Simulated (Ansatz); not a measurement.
# Ag+ with SiH₃Cl: superposition error and deformation, part 1 of 2

Aim: split the binding of a pair into the counterpoise interaction, the basis-set superposition error and the cost of deforming the fragments.

Method: PBE0-D4 structures, single points in def2-TZVPPD; program: Ansatz 0.2.0, Gaussian basis.

Levels: PBE-D4, revPBE-D4, BLYP-D4, r2SCAN-D4, B97M-V, PBE0-D4, B3LYP-D4, HSE06-D4, wB97X-V, wB97M-V, B2PLYP, Hartree-Fock, MP2, CCSD, CCSD(T).

Correlated methods freeze the cores. Filled d shells of the heavier atoms are correlated. Core potentials replace the inner electrons past krypton, and spin-orbit coupling is left out. B3LYP uses VWN-RPA correlation. B2PLYP carries no dispersion term here.

129 further runs of the same task are left out: 129 set aside as unsound or not needed. Runs told in other sessions of the task aren't counted.

## (1) The starting structure

The relaxed pair: 6 atoms, charge 1, spin multiplicity 1.

Atoms are counted from 1 here; the program's logs count them from 0.

Bond lengths: Ag1–Cl3 2.449 Å, Si2–Cl3 2.154 Å, Si2–H4 1.474 Å, Si2–H5 1.474 Å, Si2–H6 1.472 Å. Angles: Cl3–Si2–H4 104.5°, Cl3–Si2–H5 104.5°, Cl3–Si2–H6 102.1°, H4–Si2–H5 113.7°, H4–Si2–H6 115.0°, H5–Si2–H6 115.1°, Ag1–Cl3–Si2 113.1°.

As a file:

```
Ag   -0.27553   -0.54298   -2.99565
Si    0.20559    0.11672    0.76158
Cl   -1.25016    0.03170   -0.82340
H     1.20101    1.09923    0.29595
H     0.72973   -1.25757    0.85564
H    -0.61064    0.55279    1.90587
```

Atoms 1 to 1 are fragment A (Ag+), the rest fragment B (SiH₃Cl). From earlier runs, pair energy (eV) and counterpoise interaction (meV):

| method | E(pair) | interaction |
| --- | --- | --- |
| PBE-D4 | -24434.56684 | -1504 |
| revPBE-D4 | -24441.55303 | -1354 |
| BLYP-D4 | -24442.65705 | -1478 |
| r2SCAN-D4 | -24443.32126 | -1467 |
| B97M-V | -24438.07140 | -1345 |
| PBE0-D4 | -24436.14269 | -1339 |
| B3LYP-D4 | -24446.37887 | -1367 |
| HSE06-D4 | -24435.71915 | -1339 |
| wB97X-V | -24439.97125 | -1246 |
| wB97M-V | -24440.60561 | -1240 |
| B2PLYP | -24434.55155 | -1232 |
| MP2 | -24411.62124 | -1190 |
| CCSD(T) | -24412.67357 | -1109 |

First each fragment is run alone in its own basis, frozen in the shape it has in the pair (a, b).

## (2) wB97X-V/def2-TZVPPD

File a/in.yaml:

```yaml
crystal:
  periodic: [false, false, false]
  atoms:
    - {symbol: Ag, position_ang: [-0.275533, -0.542982, -2.995652]}
basis:
  gaussian: {orbitals: "def2-TZVPPD.json"}
total_charge: 1
hamiltonian: {xc: {name: wB97X-V}}
```

File b/in.yaml:

```yaml
crystal:
  periodic: [false, false, false]
  atoms:
    - {symbol: Si, position_ang: [0.205595, 0.116719, 0.761580]}
    - {symbol: Cl, position_ang: [-1.250159, 0.031702, -0.823397]}
    - {symbol: H, position_ang: [1.201012, 1.099231, 0.295951]}
    - {symbol: H, position_ang: [0.729728, -1.257565, 0.855644]}
    - {symbol: H, position_ang: [-0.610644, 0.552794, 1.905874]}
basis:
  gaussian: {orbitals: "def2-TZVPPD.json"}
hamiltonian: {xc: {name: wB97X-V}}
```

The basis file named in the input lies beside it (Basis Set Exchange, JSON).

The same command starts each run, in its folder.

The run is started by

```bash
$ ansatz run in.yaml --threads 4 --pin off --events-out ev --progress --plain --max-ram 9574MiB
```

a printed:

```text
Functional definition: wB97X-V
  name "wB97X-V"
  cite "Mardirossian & Head-Gordon, Phys. Chem. Chem. Phys. 16, 9904 (2014) doi:10.1039/C3CP54374A"
  cite "Becke, J. Chem. Phys. 107, 8554 (1997) doi:10.1063/1.475007"
  cite "Vydrov & Van Voorhis, J. Chem. Phys. 133, 244103 (2010) doi:10.1063/1.3521275"
  parameter omega = 0.3/bohr
  parameter cx = 0.167
  parameter cx1 = 0.603
  parameter cx2 = 1.194
  parameter css0 = 0.556
  parameter css1 = -0.257
  parameter cos0 = 1.219
  parameter cos1 = -1.850
  parameter b = 6.0
  parameter c = 0.01
  exchange = spin_sum(e_x_unif_sr(omega)*poly(b97_u_x, 1 - cx, cx1, cx2)) + cx*exact_x_sr(omega) + exact_x_lr(omega)
  correlation = spin_sum(e_c_pw_same_spin*poly(b97_u_same, css0, css1))
      + integral(e_c_pw_opposite_spin*poly(b97_u_opposite, cos0, cos1)) + vv10(b, c)
362 factors; their error is unknown
69 factors; integrals over basis functions are off by at most 2.3e-5 eV
mean field evaluation 1: about -3982.2798 eV, gradient 8.4e1 eV
mean field evaluation 2: about -3981.8097 eV, gradient 9.2e1 eV
mean field evaluation 4: about -3990.9912 eV, gradient 3.4e-1 eV
mean field evaluation 8: about -3991.0098 eV, gradient 1.8e-4 eV
mean field -3991.00975581 eV, -146.6669033224 hartree, gradient 1.9e-5 eV, S^2 0.000000; 0 other end points of the search recorded, 0 dependent functions left out
reference -3991.00975513 eV, -146.6669032973 hartree; 9, 9 occupied and 47, 47 virtual orbitals, 362 factors
Total energy: -3991.00975513 eV, -146.6669032973 hartree
```

Log of b, cut to the lines that bear on the results:

```text
[... 5 set-up lines as earlier in the session ...]
[...]
      + integral(e_c_pw_opposite_spin*poly(b97_u_opposite, cos0, cos1)) + vv10(b, c)
819 factors; their error is unknown
203 factors; integrals over basis functions are off by at most 3.8e-5 eV
[...]
mean field -20447.71161201 eV, -751.4395417845 hartree, gradient 4.0e-5 eV, S^2 0.000000; 0 other end points of the search recorded, 0 dependent functions left out
reference -20447.71160951 eV, -751.4395416929 hartree; 17, 17 occupied and 133, 133 virtual orbitals, 819 factors
Total energy: -20447.71160951 eV, -751.4395416929 hartree
```

They took 0.6 s (a), 2.3 s (b) on 4 threads of Intel Xeon Platinum 8259CL at 2.50GHz, shared host.

## (3) wB97M-V/def2-TZVPPD

Each input of step 2 (a, b) changes in the same lines:

```diff
-hamiltonian: {xc: {name: wB97X-V}}
+hamiltonian: {xc: {name: wB97M-V}}
```

Each run has its own folder and the same command.

The run is started by

```bash
$ ansatz run in.yaml --threads 4 --pin off --events-out ev --progress --plain --max-ram 9574MiB
```

Log of a, cut to the lines that bear on the results:

```text
Functional definition: wB97M-V
  name "wB97M-V"
  cite "Mardirossian & Head-Gordon, J. Chem. Phys. 144, 214110 (2016) doi:10.1063/1.4952647"
[... 2 set-up lines as earlier in the session ...]
  # Of w^i u^j: cxij and so on, Table III.
[...]
  gx(w, u) = 1 - cx + cx01*u + cx10*w
  gss(w, u) = css00 + css04*u^4 + css10*w + css20*w^2 + css43*w^4*u^3
  gos(w, u) = cos00 + cos10*w + (cos20 + cos21*u)*w^2 + (cos60 + cos61*u)*w^6
[...]
      + integral(e_c_pw_mod_opposite_spin*gos(b97_w_opposite, b97_u_opposite)) + vv10(b, c)
357 factors; their error is unknown
69 factors; integrals over basis functions are off by at most 2.3e-5 eV
[...]
mean field -3990.02301799 eV, -146.6306413764 hartree, gradient 1.8e-5 eV, S^2 0.000000; 0 other end points of the search recorded, 0 dependent functions left out
reference -3990.02303441 eV, -146.6306419796 hartree; 9, 9 occupied and 47, 47 virtual orbitals, 357 factors
Total energy: -3990.02303441 eV, -146.6306419796 hartree
```

Log of b, cut to the lines that bear on the results:

```text
[... 5 set-up lines as earlier in the session ...]
  # Of w^i u^j: cxij and so on, Table III.
[...]
  gx(w, u) = 1 - cx + cx01*u + cx10*w
  gss(w, u) = css00 + css04*u^4 + css10*w + css20*w^2 + css43*w^4*u^3
  gos(w, u) = cos00 + cos10*w + (cos20 + cos21*u)*w^2 + (cos60 + cos61*u)*w^6
[...]
      + integral(e_c_pw_mod_opposite_spin*gos(b97_w_opposite, b97_u_opposite)) + vv10(b, c)
814 factors; their error is unknown
203 factors; integrals over basis functions are off by at most 3.8e-5 eV
[...]
mean field -20449.33825652 eV, -751.4993198678 hartree, gradient 4.3e-5 eV, S^2 0.000000; 0 other end points of the search recorded, 0 dependent functions left out
reference -20449.33831959 eV, -751.4993221855 hartree; 17, 17 occupied and 133, 133 virtual orbitals, 814 factors
Total energy: -20449.33831959 eV, -751.4993221855 hartree
```

They took 0.75 s (a), 2.3 s (b) on 4 threads of Intel Xeon Platinum 8259CL at 2.50GHz, shared host.

## (4) B2PLYP/def2-TZVPPD

Each input of step 3 (a, b) changes in the same lines:

```diff
-hamiltonian: {xc: {name: wB97M-V}}
+hamiltonian: {xc: {name: B2PLYP}}
```

One command serves all of them, each in its own folder.

The run is started by

```bash
$ ansatz run in.yaml --threads 4 --pin off --events-out ev --progress --plain --max-ram 9574MiB
```

a printed:

```text
Functional definition: B2PLYP
  name "B2PLYP"
  cite "Grimme, J. Chem. Phys. 124, 034108 (2006) doi:10.1063/1.2148954"
  cite "Becke, Phys. Rev. A 38, 3098 (1988) doi:10.1103/PhysRevA.38.3098"
  cite "Lee, Yang & Parr, Phys. Rev. B 37, 785 (1988) doi:10.1103/PhysRevB.37.785"
  parameter a = 0.53
  parameter c = 0.27
  exchange = (1 - a)*b88_x + a*exact_x
  correlation = (1 - c)*lyp_c + c*(mp2_os + mp2_ss)
395 factors; integrals over basis functions are off by at most 2.0e-4 eV
mean field evaluation 1: about -3975.9144 eV, gradient 8.2e1 eV
mean field evaluation 2: about -3975.9140 eV, gradient 8.2e1 eV
mean field evaluation 4: about -3984.2346 eV, gradient 8.3e-1 eV
mean field evaluation 8: about -3984.2332 eV, gradient 1.1e-2 eV
mean field -3984.23320043 eV, -146.4178695057 hartree, gradient 5.3e-6 eV, S^2 0.000000; 0 other end points of the search recorded, 0 dependent functions left out
reference -3984.23326793 eV, -146.4178719862 hartree; 9, 9 occupied and 47, 47 virtual orbitals, 395 factors
second order -18.96427897 eV of doubles, -0.00000000 eV of singles
Total energy: -3989.35362325 eV, -146.6060415735 hartree
```

b printed, cut to the lines that bear on the results:

```text
[... 5 set-up lines as earlier in the session ...]
[...]
841 factors; integrals over basis functions are off by at most 8.1e-4 eV
[...]
mean field -20441.04999076 eV, -751.1947317189 hartree, gradient 4.8e-6 eV, S^2 0.000000; 0 other end points of the search recorded, 0 dependent functions left out
10 core orbitals not correlated: weight in the atoms' cores, before any rotation towards them, 1.000 or more for the frozen orbitals, at most 0.000 for the correlated occupied ones
reference -20441.05015134 eV, -751.1947376202 hartree; 7, 7 occupied and 133, 133 virtual orbitals, 841 factors
second order -10.70529771 eV of doubles, -0.00000000 eV of singles
Total energy: -20443.94058172 eV, -751.3009589775 hartree
```

They took 0.5 s (a), 1.5 s (b) on 4 threads of Intel Xeon Platinum 8259CL at 2.50GHz, shared host.

## (5) B97M-V/def2-TZVPPD

Each input of step 4 (a, b) changes in the same lines:

```diff
-hamiltonian: {xc: {name: B2PLYP}}
+hamiltonian: {xc: {name: B97M-V}}
```

The same command starts each run, in its folder.

The run is started by

```bash
$ ansatz run in.yaml --threads 4 --pin off --events-out ev --progress --plain --max-ram 9574MiB
```

a printed, cut to the lines that bear on the results:

```text
Functional definition: B97M-V
  name "B97M-V"
  cite "Mardirossian & Head-Gordon, J. Chem. Phys. 142, 074111 (2015) doi:10.1063/1.4907719"
[... 2 set-up lines as earlier in the session ...]
  # Of w^i u^j: cxij and so on, Table III.
[...]
  gx(w, u) = cx00 + cx01*u + cx02*u^2 + (cx10 + cx11*u)*w
  gss(w, u) = css00 + css02*u^2 + css10*w + (css32*w^3 + css42*w^4)*u^2
  gos(w, u) = cos00 + cos01*u + cos03*u^3 + cos10*w + cos32*w^3*u^2
[...]
      + integral(e_c_pw_mod_opposite_spin*gos(b97_w_opposite, b97_u_opposite)) + vv10(b, c)
344 factors; their error is unknown
[...]
mean field -3991.21138221 eV, -146.6743129561 hartree, gradient 4.7e-6 eV, S^2 0.000000; 0 other end points of the search recorded, 0 dependent functions left out
reference -3991.21140216 eV, -146.6743136891 hartree; 9, 9 occupied and 47, 47 virtual orbitals, 344 factors
Total energy: -3991.21140216 eV, -146.6743136891 hartree
```

Output in b, cut to the lines that bear on the results:

```text
[... 5 set-up lines as earlier in the session ...]
  # Of w^i u^j: cxij and so on, Table III.
[...]
  gx(w, u) = cx00 + cx01*u + cx02*u^2 + (cx10 + cx11*u)*w
  gss(w, u) = css00 + css02*u^2 + css10*w + (css32*w^3 + css42*w^4)*u^2
  gos(w, u) = cos00 + cos01*u + cos03*u^3 + cos10*w + cos32*w^3*u^2
[...]
      + integral(e_c_pw_mod_opposite_spin*gos(b97_w_opposite, b97_u_opposite)) + vv10(b, c)
806 factors; their error is unknown
[...]
mean field -20445.51120064 eV, -751.3586781582 hartree, gradient 1.8e-5 eV, S^2 0.000000; 0 other end points of the search recorded, 0 dependent functions left out
reference -20445.51127508 eV, -751.3586808939 hartree; 17, 17 occupied and 133, 133 virtual orbitals, 806 factors
Total energy: -20445.51127508 eV, -751.3586808939 hartree
```

Times: 0.6 s (a), 1.9 s (b) on 4 threads of Intel Xeon Platinum 8259CL at 2.50GHz, shared host.

## (6) CCSD(T)/def2-TZVPPD

The same edit goes into each in.yaml of step 5 (a, b):

```diff
-hamiltonian: {xc: {name: B97M-V}}
+correlation: {method: ccsd_t}
```

Each run has its own folder and the same command.

The run is started by

```bash
$ ansatz run in.yaml --threads 4 --pin off --events-out ev --progress --plain --max-ram 9574MiB
```

Output in a, cut to the lines that bear on the results:

```text
Functional definition: HF
  name "HF"
  cite "Fock, Z. Phys. 61, 126 (1930) doi:10.1007/BF01340294"
  parent pbe
[...]
395 factors; integrals over basis functions are off by at most 2.0e-4 eV
[...]
mean field -3969.68647865 eV, -145.8832873401 hartree, gradient 2.5e-7 eV, S^2 0.000000; 0 other end points of the search recorded, 0 dependent functions left out
reference -3969.68647865 eV, -145.8832873401 hartree; 9, 9 occupied and 47, 47 virtual orbitals, 395 factors
second order -16.71325402 eV of doubles, -0.00000000 eV of singles
cycle   1  -15.76527858 eV  change    9.5e-1 eV  update   5.8e-2
[...]
cycle   6  -16.05026445 eV  change   -5.3e-6 eV  update   2.0e-5
perturbative correction -0.39627889 eV, -0.0145629808 hartree
Total energy: -3986.13302199 eV, -146.4876866603 hartree
```

b printed, cut to the lines that bear on the results:

```text
[... 4 set-up lines as earlier in the session ...]
[...]
841 factors; integrals over basis functions are off by at most 8.1e-4 eV
[...]
mean field -20415.19536688 eV, -750.2445918166 hartree, gradient 1.4e-6 eV, S^2 0.000000; 0 other end points of the search recorded, 0 dependent functions left out
10 core orbitals not correlated: weight in the atoms' cores, before any rotation towards them, 1.000 or more for the frozen orbitals, at most 0.000 for the correlated occupied ones
reference -20415.19536688 eV, -750.2445918166 hartree; 7, 7 occupied and 133, 133 virtual orbitals, 841 factors
second order -8.76791742 eV of doubles, -0.00000000 eV of singles
cycle   1  -9.50584624 eV  change   -7.4e-1 eV  update   6.3e-2
[...]
cycle   9  -9.80356949 eV  change   -3.5e-6 eV  update   5.7e-6
perturbative correction -0.35947305 eV, -0.0132103910 hartree
Total energy: -20425.35840943 eV, -750.6180767412 hartree
```

They took 0.4 s (a), 3.7 s (b) on 4 threads of Intel Xeon Platinum 8259CL at 2.50GHz, shared host; peak memory 0.88 GiB.

## (7) Relaxing SiH₃Cl alone

File relax-b/in.yaml:

```yaml
crystal:
  periodic: [false, false, false]
  atoms:
    - {symbol: Si, position_ang: [0.205595, 0.116719, 0.761580]}
    - {symbol: Cl, position_ang: [-1.250159, 0.031702, -0.823397]}
    - {symbol: H, position_ang: [1.201012, 1.099231, 0.295951]}
    - {symbol: H, position_ang: [0.729728, -1.257565, 0.855644]}
    - {symbol: H, position_ang: [-0.610644, 0.552794, 1.905874]}
basis:
  gaussian: {orbitals: def2-TZVP}
hamiltonian: {xc: pbe0, dispersion: d4}
relax: {f_tol: 0.005, max_steps: 200}
```

The run is started by

```bash
$ ansatz run in.yaml --threads 4 --pin off --events-out ev --progress --plain --max-ram 9574MiB
```

Log, cut to the lines that bear on the results:

```text
Functional definition: PBE0
  name "PBE0"
  cite "Adamo & Barone, J. Chem. Phys. 110, 6158 (1999) doi:10.1063/1.478522"
  cite "Perdew, Burke & Ernzerhof, Phys. Rev. Lett. 77, 3865 (1996) doi:10.1103/PhysRevLett.77.3865"
[... 1 set-up line as earlier in the session ...]
[...]
668 factors; their error is unknown
[...]
mean field -20443.21057167 eV, -751.2741316032 hartree, gradient 6.2e-5 eV, S^2 0.000000; 0 other end points of the search recorded, 0 dependent functions left out
[...]
reference -20443.21059858 eV, -751.2741325921 hartree; 17, 17 occupied and 75, 75 virtual orbitals, 668 factors
relax step   1: F+E_penalty+E_count = -20443.27262388 eV  Δ(F+E_penalty+E_count) = +0.000e0 eV  max|allowed force component| = 1.556e0 eV/Å  Δτ_max = 0.0000 Å  (21 SCF iters, accepted)
[...]
668 factors; their error is unknown
mean field -20443.33419708 eV, -751.2786747532 hartree, gradient 6.6e-5 eV, S^2 0.000000; 1 other end points of the search recorded, 0 dependent functions left out
[...]
reference -20443.33422350 eV, -751.2786757241 hartree; 17, 17 occupied and 75, 75 virtual orbitals, 668 factors
Total energy: -20443.39654055 eV, -751.2809658334 hartree
Atom 0 at     0.140847     0.114091     0.694525 Å, force     0.000295    -0.000043     0.000062 eV/Å
Atom 1 at    -1.230653     0.025905    -0.831287 Å, force     0.000084     0.000005     0.000090 eV/Å
Atom 2 at     1.192409     1.089318     0.326213 Å, force     0.000182     0.000408    -0.000381 eV/Å
Atom 3 at     0.727710    -1.232901     0.878130 Å, force    -0.000014    -0.000567    -0.000148 eV/Å
Atom 4 at    -0.554780     0.546468     1.928070 Å, force    -0.000547     0.000198     0.000377 eV/Å
Dipole moment:     0.175070     0.011259     0.194779 e Å
```

Run time: 3.2 s. Hardware: 4 threads of Intel Xeon Platinum 8259CL at 2.50GHz, shared host.

Along the way:

| step | energy from step 1 (eV) | largest force component (eV/Å) |
| --- | --- | --- |
| 1 | 0.0000 | 1.5557 |
| 2 | -0.0993 | 0.5648 |
| 3 | -0.1223 | 0.1635 |
| 4 | -0.1239 | 0.0299 |
| 5 | -0.1239 | 0.0006 |

Close pairs (by a distance rule), those that changed most:

| bond | before (Å) | after (Å) | change (Å) |
| --- | --- | --- | --- |
| Si1–Cl2 | 2.154 | 2.054 | -0.100 |
| Si1–H5 | 1.472 | 1.481 | +0.009 |
| Si1–H4 | 1.474 | 1.481 | +0.007 |
| Si1–H3 | 1.474 | 1.481 | +0.007 |

## (8) PBE-D4/def2-TZVPPD

File free-b/in.yaml:

```yaml
crystal:
  periodic: [false, false, false]
  atoms:
    - {symbol: Si, position_ang: [0.140847, 0.114091, 0.694525]}
    - {symbol: Cl, position_ang: [-1.230653, 0.025905, -0.831287]}
    - {symbol: H, position_ang: [1.192409, 1.089318, 0.326213]}
    - {symbol: H, position_ang: [0.727710, -1.232901, 0.878130]}
    - {symbol: H, position_ang: [-0.554780, 0.546468, 1.928070]}
basis:
  gaussian: {orbitals: "def2-TZVPPD.json"}
hamiltonian: {xc: pbe, dispersion: d4}
```

The run is started by

```bash
$ ansatz run in.yaml --threads 4 --pin off --events-out ev --progress --plain --max-ram 9574MiB
```

Log:

```text
Functional definition: PBE
  name "PBE"
[... 2 set-up lines as earlier in the session ...]
  parameter kappa = 0.804
  parameter beta = 0.06672455060314922
  exchange = pbe_x(kappa = kappa, mu = beta*pi^2/3)
  correlation = pbe_c(beta = beta)
806 factors; their error is unknown
mean field evaluation 1: about -20440.5642 eV, gradient 1.6e1 eV
mean field evaluation 2: about -20440.9425 eV, gradient 1.4e1 eV
mean field evaluation 4: about -20441.4707 eV, gradient 1.1e0 eV
mean field evaluation 8: about -20441.4534 eV, gradient 2.3e-2 eV
mean field -20441.45341785 eV, -751.2095573911 hartree, gradient 4.0e-5 eV, S^2 0.000000; 0 other end points of the search recorded, 0 dependent functions left out
reference -20441.45346796 eV, -751.2095592326 hartree; 17, 17 occupied and 133, 133 virtual orbitals, 806 factors
Total energy: -20441.52842611 eV, -751.2123138939 hartree
```

Wall time 0.65 s (4 threads of Intel Xeon Platinum 8259CL at 2.50GHz, shared host).

## (9) r2SCAN-D4/def2-TZVPPD

free-b/in.yaml: that of step 8 with these lines changed.

```diff
@@ -10,2 +10,2 @@
   gaussian: {orbitals: "def2-TZVPPD.json"}
-hamiltonian: {xc: pbe, dispersion: d4}
+hamiltonian: {xc: r2scan, dispersion: d4}
```

The run is started by

```bash
$ ansatz run in.yaml --threads 4 --pin off --events-out ev --progress --plain --max-ram 9574MiB
```

Log:

```text
Functional definition: r2SCAN
  name "r2SCAN"
  cite "Furness, Kaplan, Ning, Perdew & Sun, J. Phys. Chem. Lett. 11, 8208 (2020) doi:10.1021/acs.jpclett.0c02405"
  cite "Furness, Kaplan, Ning, Perdew & Sun, J. Phys. Chem. Lett. 11, 9248 (2020) doi:10.1021/acs.jpclett.0c03077"
  parent r2scan
  parameter k0 = 0.174
  parameter k1 = 0.065
  parameter a1 = 4.9479
  exchange = r2scan_x(k0 = k0, k1 = k1, a1 = a1)
  correlation = r2scan_c
806 factors; their error is unknown
mean field evaluation 1: about -20448.7557 eV, gradient 1.4e1 eV
mean field evaluation 2: about -20449.0497 eV, gradient 1.1e1 eV
mean field evaluation 4: about -20449.3169 eV, gradient 8.4e-1 eV
mean field evaluation 8: about -20449.2971 eV, gradient 2.6e-1 eV
mean field evaluation 16: about -20449.2971 eV, gradient 7.8e-5 eV
mean field -20449.29714610 eV, -751.4978090878 hartree, gradient 7.8e-5 eV, S^2 0.000000; 0 other end points of the search recorded, 0 dependent functions left out
reference -20449.29716346 eV, -751.4978097257 hartree; 17, 17 occupied and 133, 133 virtual orbitals, 806 factors
Total energy: -20449.31344848 eV, -751.4984081893 hartree
```

Run time: 1.3 s. Hardware: 4 threads of Intel Xeon Platinum 8259CL at 2.50GHz, shared host.

## (10) PBE0-D4/def2-TZVPPD

free-b/in.yaml: that of step 9 with these lines changed.

```diff
@@ -10,2 +10,3 @@
   gaussian: {orbitals: "def2-TZVPPD.json"}
-hamiltonian: {xc: r2scan, dispersion: d4}
+hamiltonian: {xc: pbe0, dispersion: d4}
+output: {orbitals: {seedname: orbitals}}
```

The run is started by

```bash
$ ansatz run in.yaml --threads 4 --pin off --events-out ev --progress --plain --max-ram 9574MiB
```

Log, cut to the lines that bear on the results:

```text
[... 5 set-up lines as earlier in the session ...]
  parameter a = 0.25
[... 2 set-up lines as earlier in the session ...]
  exchange = (1 - a)*pbe_x(kappa = kappa, mu = beta*pi^2/3) + a*exact_x
[... 1 set-up line as earlier in the session ...]
833 factors; their error is unknown
mean field evaluation 1: about -20443.0152 eV, gradient 1.1e1 eV
mean field evaluation 2: about -20443.2352 eV, gradient 6.9e0 eV
mean field evaluation 4: about -20443.3184 eV, gradient 1.9e-1 eV
mean field evaluation 8: about -20443.3692 eV, gradient 2.7e-2 eV
mean field -20443.36923897 eV, -751.2799625187 hartree, gradient 4.4e-5 eV, S^2 0.000000; 0 other end points of the search recorded, 0 dependent functions left out
reference -20443.36927700 eV, -751.2799639163 hartree; 17, 17 occupied and 133, 133 virtual orbitals, 833 factors
Total energy: -20443.43159405 eV, -751.2822540256 hartree
```

Run time: 0.9 s. Hardware: 4 threads of Intel Xeon Platinum 8259CL at 2.50GHz, shared host.

(Continued in part 2 of 2.)
